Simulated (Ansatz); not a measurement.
# F− with TeH₂: structure and interaction energy

How do F− and TeH₂ sit together, how strongly do they interact, and which methods get it right?

Program: Ansatz 0.2.0, Gaussian basis. Level of theory: PBE0-D4 structure, single points in def2-TZVPPD. These are calculated values, not measurements.

Levels: PBE-D4, revPBE-D4, BLYP-D4, r2SCAN-D4, B97M-V, PBE0-D4, B3LYP-D4, HSE06-D4, wB97X-V, wB97M-V, B2PLYP, Hartree-Fock, MP2, CCSD, CCSD(T). The reference is CCSD(T) extrapolated to the basis limit. For elements past Ar these valence bases correlate outer-core shells poorly, so that limit is rough.

Cores are frozen in the correlated methods. Filled d shells of the heavier atoms are correlated. Core potentials replace the inner electrons past krypton, and spin-orbit coupling is left out. B3LYP uses VWN-RPA correlation. B2PLYP carries no dispersion term here.

163 further runs of the same task are left out: 163 set aside as unsound or not needed.

## 1. The system as given

The pair, from a GFN2-xTB docking trial: 4 atoms, charge -1, spin multiplicity 1.

Atoms are counted from 1 here; the program's logs count them from 0.

Bond lengths: Te2–H3 1.838 Å, Te2–H4 1.665 Å. Angles: H3–Te2–H4 84.2°.

Geometry (Å):

```xyz
4
charge -1, multiplicity 1
F    -0.59230   -0.47680   -2.08470
Te    0.44290    0.27050   -0.12900
H     0.97880    0.68970    1.57860
H    -0.82950   -0.48340    0.63510
```

Atoms 1 to 1 are fragment A (F−), the rest fragment B (TeH₂).

## 2. A first relaxation in a small basis

Contents of pre/in.yaml:

```yaml
crystal:
  periodic: [false, false, false]
  atoms:
    - {symbol: F, position_ang: [-0.592300, -0.476800, -2.084700]}
    - {symbol: Te, position_ang: [0.442900, 0.270500, -0.129000]}
    - {symbol: H, position_ang: [0.978800, 0.689700, 1.578600]}
    - {symbol: H, position_ang: [-0.829500, -0.483400, 0.635100]}
basis:
  gaussian: {orbitals: def2-SVPD}
total_charge: -1
hamiltonian: {xc: pbe, dispersion: d4}
relax: {f_tol: 0.03, max_steps: 250}
```

Started as:

```console
> ansatz run in.yaml --threads 2 --pin off --events-out ev --progress --plain --max-ram 5222MiB
```

After this run come: Relaxation at PBE0-D4; wB97X-V/def2-TZVPPD; wB97M-V/def2-TZVPPD; B2PLYP/def2-TZVPPD; B97M-V/def2-TZVPPD; CCSD(T)/def2-TZVPPD; MP2/def2-QZVPPD; Vibrations of the pair.

What does the calculation give? Wanted: interaction energy, CCSD(T)/CBS; of it Hartree-Fock; D4 term of PBE0-D4; shortest contact; lowest wavenumber.

The runs gave:

```
                        quantity            value
 interaction energy, CCSD(T)/CBS  -30.58 kcal/mol
of it Hartree-Fock (basis limit)  -27.86 kcal/mol
              D4 term of PBE0-D4   -0.79 kcal/mol
                shortest contact    F1–Te2 2.25 Å
               lowest wavenumber         292 cm⁻¹
```

In words: The pair is bound by 30.58 kcal/mol at fixed fragment shapes. Hartree-Fock gives 91 % of it, so electrostatics, induction and charge transfer lead. wB97M-V is the best functional here (-0.03 kcal/mol from CCSD(T)/CBS); B97M-V is the worst (-4.35 kcal/mol). Mean unsigned error by rung: GGA 0.97, meta-GGA 3.64, hybrid 1.06, screened hybrid 2.09, range-separated hybrid 0.07, double hybrid 2.13 kcal/mol. PBE-D4 gives an interaction energy 1.67 kcal/mol too low, an error of 5 % of the reference. CCSD(T) moves by -3.17 kcal/mol from triple zeta to the limit; gaps between functionals far smaller than that don't rank them. A lower arrangement may exist.
